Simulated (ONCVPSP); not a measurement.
# Pseudopotential generation for Se: ONCV, PBEsol

Do these settings give a usable potential? It is generated, then checked for transferability, scattering, ghosts and hardness.

Program: ONCVPSP 4.0.1. Reference atom: PBEsol, scalar-relativistic, spherical and spin-unpolarised. All values are calculated.

## 1. Starting point

Typed settings, in words:

* element: selenium (Se, Z = 34)
* type: optimised norm-conserving Vanderbilt (ONCV)
* frozen core: [Ar] 3d10
* valence charge: 6
* reference configuration: 4s1.75 4p4.25
* partial waves: 4s: rc 1.60 bohr, ncon 4, nbas 8, qcut 5.2 1/bohr, 2 projectors, debl 0.7 Ha; 4p: rc 2.00 bohr, ncon 5, nbas 8, qcut 4 1/bohr, 3 projectors, debl 2.7 Ha; d scattering state at 0.18 Ha: rc 1.85 bohr, ncon 5, nbas 10, qcut 5.8 1/bohr, 2 projectors, debl 2.9 Ha
* local potential: polynomial inside 1.10 bohr (lpopt 3, dvloc0 0 Ha)
* core correction: polynomial model core, fcfact 0.2

The nodes and maxima of the atom's own shells, from an earlier all-electron run, set the scale for the radii.

All-electron outer shells of the reference configuration (PBEsol, scalar-relativistic, ld1.x):

```csv
shell,level (eV),outermost node (bohr),outermost maximum (bohr)
3p,-153.17,0.21,0.50
3d,-53.52,–,0.45
4s,-17.50,0.70,1.51
4p,-6.67,0.74,1.80
```

## 2. The generation run

Input file Se.dat:

```
# ATOM AND REFERENCE CONFIGURATION
# atsym  z   nc   nv     iexc    psfile
  Se 34.00    6    2  -116133      upf
#
#   n    l    f
    1    0    2.00
    2    0    2.00
    2    1    6.00
    3    0    2.00
    3    1    6.00
    3    2   10.00
    4    0    1.75
    4    1    4.25
#
# PSEUDOPOTENTIAL AND OPTIMIZATION
# lmax
    2
#
#   l,   rc,      ep,       ncon, nbas, qcut
    0    1.60    0.00    4    8    5.20
    1    2.00    0.00    5    8    4.00
    2    1.85    0.18    5   10    5.80
#
# LOCAL POTENTIAL
# lloc, lpopt,  rc(5),   dvloc0
    4    3    1.10    0.00
#
# VANDERBILT-KLEINMAN-BYLANDER PROJECTORs
# l, nproj, debl
    0    2    0.70
    1    3    2.70
    2    2    2.90
#
# MODEL CORE CHARGE
# icmod, fcfact, rcfact
    1    0.20    0.00
#
# LOG DERIVATIVE ANALYSIS
# epsh1, epsh2, depsh
   -2.00    5.00    0.02
#
# OUTPUT GRID
# rlmax, drl
    6.00    0.01
#
# TEST CONFIGURATIONS
# ncnf
    4
# nvcnf
#   n    l    f
    2
    4    0    2.00
    4    1    4.00
#
    2
    4    0    2.00
    4    1    3.00
#
    2
    4    0    2.00
    4    1    2.00
#
    2
    4    0    1.00
    4    1    4.00
#
```

Command:

```bash
$ oncvpsp.x < Se.dat > Se.out
```

Q: Predict the outcome of this session. Wanted: cutoffs for 1 and 0.1 mHa per electron, occupied waves; bound ghosts; GHOST(+) flags; largest test error; largest phase difference near zero energy, channels read; rms error of d²Exc/dn², without and with the model core.

As calculated:

| quantity | value |
| --- | --- |
| cutoffs for 1 and 0.1 mHa per electron, occupied waves | 11 Ha and 40 Ha |
| bound ghosts | none found |
| GHOST(+) flags | s at 77 eV, p at 319 eV |
| largest test error (AE − PS) | -19 meV, for 4s2 4p2 |
| largest phase difference near zero energy, channels read | 0.006 rad |
| rms error of d²Exc/dn², without and with the model core | 4.87 and 0.11 mHa |

**Reading.** The worst unpolarised test, 4s2 4p2, is off by 19 meV on 28.5 eV; by total energies transferability rates as good. By its cutoff, 11 Ha for the looser tolerance, it is soft on the atom at that tolerance. The tighter tolerance needs 40 Ha, and converged work needs a cutoff nearer that. At the looser tolerance the 4s wave is the slowest; 4p needs 10 Ha. It is free of bound ghosts as far as tested. Near zero energy the phases of the channels with partial waves agree within 0.006 rad. The program also flags highly localised states, GHOST(+) (s, p). These are tests on the free atom; a crystal test is still owed.
